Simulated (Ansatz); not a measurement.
Run this with the Python package of Ansatz (0.2.0) and show what comes out.

Script `md_bbrcl2.py`:
```python
# -*- coding: utf-8 -*-
import warnings

import ansatz as az
import numpy as np

warnings.simplefilter('ignore', az.DeckWarning)

system = (
    az.Crystal.molecule()
    .atom('Cl', [0.6275, 0.7024, 1.6077])
    .atom('B', [0.0087, -0.0303, 0.0219])
    .atom('Cl', [0.4658, -1.7575, -0.3929])
    .atom('Br', [-1.0465, 1.0252, -1.257])
)

job = (
    system.calculation()
    .basis(gaussian='def2-SVP')
    .functional('hf')
)
symbols = [site.symbol for site in system.cartesian_sites]
start = np.array([site.position_ang for site in system.cartesian_sites], dtype=float)
rep = job.relax(force_tolerance=0.02).run(threads=1).report
end = np.array(rep['positions_ang'])
minimum = az.Crystal.molecule()
for symbol, place in zip(symbols, end):
    minimum = minimum.atom(symbol, place.tolist())

job = (
    minimum.calculation()
    .basis(gaussian='def2-SVP')
    .functional('hf')
    .md('nve', timestep=2.0, steps=40, temperature=500, initial_velocities='maxwell_boltzmann', seed=48)
)
frames = []
outcome = job.session().plan().execute(on_event=lambda e: frames.append(e['data']) if e['event'] == 'md_step' else None)
print('t (fs)   E_pot (eV)      E_kin (eV)   T (K)   d(0-1) (A)')
for f in frames[::3]:
    xyz = np.array(f['positions_ang'])
    print(f'{f["time_fs"]:6.2f} {f["lagrangian_ev"]:14.5f} {f["e_kin_ev"]:10.5f} {f["temperature_k"]:8.1f} {np.linalg.norm(xyz[0] - xyz[1]):9.4f}')
kept = np.array([f['conserved_ev'] for f in frames])
print(f'conserved energy moves by at most {1000 * np.ptp(kept):.3f} meV')
```

Running `python md_bbrcl2.py` prints:
```text
t (fs)   E_pot (eV)      E_kin (eV)   T (K)   d(0-1) (A)
  0.00   -95664.26550    0.12926    500.0    1.7467
  6.00   -95664.22983    0.09428    364.7    1.7380
 12.00   -95664.19720    0.06174    238.8    1.7296
 18.00   -95664.18233    0.04647    179.8    1.7219
 24.00   -95664.15658    0.02153     83.3    1.7196
 30.00   -95664.19065    0.05484    212.1    1.7245
 36.00   -95664.21038    0.07445    288.0    1.7388
 42.00   -95664.19356    0.05815    224.9    1.7575
 48.00   -95664.19303    0.05731    221.7    1.7702
 54.00   -95664.18254    0.04694    181.6    1.7729
 60.00   -95664.17519    0.04000    154.7    1.7656
 66.00   -95664.21374    0.07811    302.1    1.7541
 72.00   -95664.24876    0.11273    436.1    1.7509
 78.00   -95664.23628    0.10068    389.5    1.7567
conserved energy moves by at most 1.189 meV
```

Notes:
- Total energies depend on the basis set; only differences at equal settings carry meaning.
- The trajectory is only some femtoseconds long, so its temperature is not equilibrated; where the script doesn't relax first, it starts from a rough generated geometry.
- The temperature counts the internal degrees of freedom alone.
- Finished in 64 s on 1 thread of Arm Neoverse V2, on a shared host, peak memory 0.24 GiB.

(A comment or docstring line of the script was reworded after the run, the code is as it ran; lines on the test bed's own set-up are left out of the output.)
